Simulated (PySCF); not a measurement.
# Solver options tried on TeO (triplet)

Do solver options change the result for TeO (triplet), or only the number of cycles?

Program: PySCF 2.14.0. Level of theory: each script names its method and basis. These are calculated values, not measurements.

7 further runs of the same task are left out: 2 for a known fault of the program, 5 that didn't finish.

### 1 The starting structure

TeO (triplet): 2 atoms, charge 0, spin multiplicity 3.

Bond lengths: Te1–O2 1.920 Å.

### 2 The base run

Input file input.py:

```python
from pyscf import gto, dft

mol = gto.M(
    atom='Te 0 0 0; O 0 0 1.92',
    basis='lanl2dz',
    ecp={'Te': 'lanl2dz'},
    charge=0,
    spin=2,
    verbose=4,
)
mf = dft.UKS(mol, xc='lc_wpbe')
mf.kernel()
mf.mulliken_pop()
mf.dip_moment()
print('orbital energies (hartree):', [e[max(0, n-3):n+3].round(4) for e, n in zip(mf.mo_energy, mol.nelec)])
```

Run with:

```console
OMP_NUM_THREADS=1 python input.py
```

Its log is not repeated here.

Base result: E(SCF) = -83.161295 Eh, 12 cycles, ⟨S²⟩ = 2.007, μ = 3.69 D.

The bond length is a typed value, not an optimised one. The triplet is typed in the script; nothing here shows that it is the ground state.

### 3 Second-order solver on

Variant 1 changes second-order solver: off → on.

Input file input.py:

```python
from pyscf import gto, dft

mol = gto.M(
    atom='Te 0 0 0; O 0 0 1.92',
    basis='lanl2dz',
    ecp={'Te': 'lanl2dz'},
    charge=0,
    spin=2,
    verbose=4,
)
mf = dft.UKS(mol, xc='lc_wpbe')
mf = mf.newton()
mf.kernel()
mf.mulliken_pop()
mf.dip_moment()
print('orbital energies (hartree):', [e[max(0, n-3):n+3].round(4) for e, n in zip(mf.mo_energy, mol.nelec)])
```

Run with:

```console
OMP_NUM_THREADS=1 python input.py
```

### 4 Damping 0.5

Variant 2 changes damping: none → 0.5.

Edit input.py of step 2 so:

```diff
@@ -11,2 +11,4 @@
 mf = dft.UKS(mol, xc='lc_wpbe')
+mf.damp = 0.5
+mf.diis_start_cycle = 8
 mf.kernel()
```

Q: Predict the outcome of this session. Wanted: for each run, E(SCF); from base; gap, α spin; SCF dipole.

**Answer**, as computed:

| run | E(SCF) (hartree) | from base (eV) | cycles | gap, α spin (eV) | SCF dipole (D) |
| --- | --- | --- | --- | --- | --- |
| base | -83.161295 | 0 | 12 | 10.50 | 3.69 |
| second-order solver on | -83.161295 | 0.0000 | 4 macro | 10.50 | 3.69 |
| damping 0.5 | -83.161295 | 0.0000 | 16 | 10.50 | 3.69 |

Distance from each run's final energy (log10 hartree) by cycle:

| run | cycle 1 | cycle 2 | cycle 3 | cycle 5 | cycle 8 | cycle 12 |
| --- | --- | --- | --- | --- | --- | --- |
| base | -0.4 | 0.2 | -2.3 | -2.9 | -6.0 | < -11 |
| second-order solver on | -1.5 | -4.8 | < -11 | done | done | done |
| damping 0.5 | -0.4 | -0.9 | -1.3 | -2.3 | -2.9 | -6.1 |

**Reading.** No change of the SCF energy comes from second-order solver on or damping 0.5. The base needs 12 cycles and the run with damping 0.5 needs 16.
